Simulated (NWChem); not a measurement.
**CH4Cl2GeS (SMILES [CH3][Ge]([SH])([Cl])[Cl]) at 3 levels**

Wanted: a comparison of 3 runs (HF/STO-3G, HF/3-21G, B3LYP/6-31G*) of CH4Cl2GeS. 

Program for the calculation: NWChem 7.3.0.

## Step 1: The system as given

CH4Cl2GeS has 9 atoms, charge 0, and is taken as a singlet. SMILES: `[CH3][Ge]([SH])([Cl])[Cl]`. The shape is that of a PBE0-D4/def2-TZVP optimisation. This is one conformer, not always the lowest.

Bond lengths: C1–Ge2 1.932 Å, Ge2–S3 2.205 Å, Ge2–Cl4 2.143 Å, Ge2–Cl5 2.151 Å, C1–H6 1.090 Å, C1–H7 1.090 Å, C1–H8 1.090 Å, S3–H9 1.345 Å. Some angles: C1–Ge2–S3 115.9°, C1–Ge2–Cl4 110.0°, C1–Ge2–Cl5 108.3°, S3–Ge2–Cl4 104.6°, S3–Ge2–Cl5 109.8°, Cl4–Ge2–Cl5 108.0°, Ge2–C1–H6 109.1°, Ge2–C1–H7 109.3°, Ge2–C1–H8 109.0°, Ge2–S3–H9 92.7°.

## Step 2: Energy and gradient at HF/STO-3G (run 1)

Input file a.nw:

```
start a
title "CH4Cl2GeS hf"
memory stack 880 mb heap 220 mb global 1100 mb

geometry units angstrom noautosym nocenter noautoz
 C    -1.271400   -0.195300    0.101300
 Ge    0.540600    0.212500   -0.429700
 S     2.123600   -0.946300    0.577100
 Cl    0.805300   -0.208500   -2.513800
 Cl    0.874000    2.316100   -0.129900
 H    -1.465700   -1.252600   -0.077600
 H    -1.396200    0.029500    1.160800
 H    -1.958100    0.415000   -0.485000
 H     1.836400   -0.416500    1.779500
end

basis spherical bse
 * library STO-3G
end

scf
 singlet
 rhf
 thresh 1e-08
 maxiter 80
end

task scf gradient
```

Launch:

```
nwchem a.nw > a.out
```

What it wrote:

```text
[...]
  functions       =    54
[...]
  wavefunction    = RHF
[...]
         Total SCF energy =  -3393.997460169531
      One-electron energy =  -6109.343565493534
      Two-electron energy =   2028.871300854063
 Nuclear repulsion energy =    686.474804469941
        Time for solution =      4.8s
[...]
                         RHF ENERGY GRADIENTS
    atom               coordinates                        gradient
                 x          y          z           x          y          z
   1 C      -2.402598  -0.369063   0.191429   -0.015704  -0.005488   0.005404
   2 Ge      1.021586   0.401567  -0.812015   -0.001406   0.011267  -0.008402
   3 S       4.013022  -1.788248   1.090561    0.011279  -0.011743  -0.006524
   4 Cl      1.521796  -0.394008  -4.750393    0.002214  -0.001360   0.002616
   5 Cl      1.651621   4.376794  -0.245475    0.000610  -0.000253   0.000574
   6 H      -2.769771  -2.367071  -0.146643    0.003274  -0.007425  -0.002516
   7 H      -2.638435   0.055747   2.193594    0.003388   0.002945   0.007317
   8 H      -3.700272   0.784236  -0.916517   -0.000065   0.006644  -0.006212
   9 H       3.470293  -0.787071   3.362767   -0.003591   0.005412   0.007744
[...]
```

It took 7.5 s on 1 thread of Intel Xeon 6975P-C (Granite Rapids), shared host; peak memory 0.096 GiB.

## Step 3: Energy and gradient at HF/3-21G (run 2)

Input file ch4cl2ges.xyz:

```xyz
9
CH4Cl2GeS
C     -1.271400    -0.195300     0.101300
Ge     0.540600     0.212500    -0.429700
S      2.123600    -0.946300     0.577100
Cl     0.805300    -0.208500    -2.513800
Cl     0.874000     2.316100    -0.129900
H     -1.465700    -1.252600    -0.077600
H     -1.396200     0.029500     1.160800
H     -1.958100     0.415000    -0.485000
H      1.836400    -0.416500     1.779500
```

Input file ch4cl2ges.nw:

```
start ch4cl2ges
title "CH4Cl2GeS"
memory total 2200 mb
geometry noautosym nocenter noautoz
  load ch4cl2ges.xyz
end
basis spherical bse
  * library 3-21G
end
scf
  thresh 1e-08
  maxiter 80
  print low
end
task scf gradient
```

Launch:

```
nwchem ch4cl2ges.nw > ch4cl2ges.out
```

What it wrote:

```text
[...]
  functions       =    78
[...]
  wavefunction    = RHF
[...]
         Total SCF energy =  -3415.611241469383
      One-electron energy =  -6116.970337524214
      Two-electron energy =   2014.884291584890
 Nuclear repulsion energy =    686.474804469941
        Time for solution =      5.3s
[...]
                         RHF ENERGY GRADIENTS
    atom               coordinates                        gradient
                 x          y          z           x          y          z
   1 C      -2.402598  -0.369063   0.191429   -0.001354  -0.000068  -0.000854
   2 Ge      1.021586   0.401567  -0.812015    0.020719   0.010288  -0.003757
   3 S       4.013022  -1.788248   1.090561   -0.010983   0.008189  -0.009485
   4 Cl      1.521796  -0.394008  -4.750393   -0.002022   0.005279   0.027571
   5 Cl      1.651621   4.376794  -0.245475   -0.003707  -0.026747  -0.004623
   6 H      -2.769771  -2.367071  -0.146643    0.001486  -0.005292  -0.001517
   7 H      -2.638435   0.055747   2.193594    0.002338   0.001708   0.004936
   8 H      -3.700272   0.784236  -0.916517   -0.001293   0.003889  -0.003772
   9 H       3.470293  -0.787071   3.362767   -0.005184   0.002753  -0.008499
 Task  times  cpu:        8.0s     wall:        8.0s
[...]
```

It took 8.7 s on 1 thread of Intel Xeon 6975P-C (Granite Rapids), shared host; peak memory 0.099 GiB.

## Step 4: Energy and gradient at B3LYP/6-31G(d) (Cartesian functions) (run 3)

Input file a.nw:

```
start a
memory stack 880 mb heap 220 mb global 1100 mb

geometry units angstroms noautosym nocenter noautoz
  C    -1.271400   -0.195300    0.101300
  Ge    0.540600    0.212500   -0.429700
  S     2.123600   -0.946300    0.577100
  Cl    0.805300   -0.208500   -2.513800
  Cl    0.874000    2.316100   -0.129900
  H    -1.465700   -1.252600   -0.077600
  H    -1.396200    0.029500    1.160800
  H    -1.958100    0.415000   -0.485000
  H     1.836400   -0.416500    1.779500
end

basis
  * library 6-31G*
end

dft
  xc b3lyp
  grid fine
  convergence energy 1e-08
  iterations 100
  mulliken
end

task dft gradient
```

Launch:

```
nwchem a.nw > a.out
```

What it wrote:

```text
[...]
          Wavefunction type:  closed shell.
          No. of atoms     :     9
          No. of electrons :    92
[...]
          Charge           :     0
          Spin multiplicity:     1
[...]
          AO basis - number of functions:   115
[...]
              XC Information
              --------------
                         B3LYP Method XC Potential
                     Hartree-Fock (Exact) Exchange  0.200
                        Slater Exchange Functional  0.800 local
                    Becke 1988 Exchange Functional  0.720 non-local
              Lee-Yang-Parr Correlation Functional  0.810
                  VWN I RPA Correlation Functional  0.190 local
[...]
 d= 0,ls=0.0,diis     1  -3435.8945723565 -4.12D+03  1.57D-02  1.70D+00     4.7
[...]
 d= 0,ls=0.0,diis    10  -3435.9895274773 -1.32D-09  2.26D-07  1.05D-09    34.6
         Total DFT energy =    -3435.989527477257
      One electron energy =    -6137.174564517210
           Coulomb energy =     2182.981792709269
    Exchange-Corr. energy =     -168.271560139257
 Nuclear repulsion energy =      686.474804469941
[...]
  wavefunction    = closed shell
                         DFT ENERGY GRADIENTS
    atom               coordinates                        gradient
                 x          y          z           x          y          z
   1 C      -2.402598  -0.369063   0.191429    0.004098   0.000883  -0.001172
   2 Ge      1.021586   0.401567  -0.812015    0.003070   0.003200  -0.002328
   3 S       4.013022  -1.788248   1.090561   -0.007052   0.006039  -0.001455
   4 Cl      1.521796  -0.394008  -4.750393   -0.001130   0.002295   0.011598
   5 Cl      1.651621   4.376794  -0.245475   -0.001736  -0.012040  -0.001772
   6 H      -2.769771  -2.367071  -0.146643    0.000611   0.001809   0.000262
   7 H      -2.638435   0.055747   2.193594    0.000650  -0.000310  -0.001943
   8 H      -3.700272   0.784236  -0.916517    0.001498  -0.000930   0.000882
   9 H       3.470293  -0.787071   3.362767   -0.000009  -0.000946  -0.004073
[...]
```

It took 53 s on 1 thread of Intel Xeon 6975P-C (Granite Rapids), shared host; peak memory 0.12 GiB.

## Step 5: All runs side by side

```
run                               level  Cartesian functions  iteration cap   energy (Eh)  dipole moment (D)  HOMO energy (eV)  LUMO energy (eV)  wall time
  1                           HF/STO-3G                   no             80  -3393.997460               3.84             -8.45              7.15      7.5 s
  2                            HF/3-21G                   no             80  -3415.611241                  –                 –                 –      8.7 s
  3  B3LYP/6-31G* (Cartesian functions)                  yes            100  -3435.989527               3.29             -7.57             -1.14       53 s
```

## Step 6: What came out

| quantity | value |
| --- | --- |
| run 3: total energy | -3435.98953 Eh |
| run 3: dipole moment | 3.29 D |
| run 3: HOMO energy | -7.57 eV |
| run 3: LUMO energy | -1.14 eV |
| run 3: HOMO–LUMO gap | 6.43 eV |
| run 3: largest force on an atom | 0.632 eV/Å |

In run 1 the basis is minimal, so the values are rough. All runs together took 69 s, the longest 53 s.
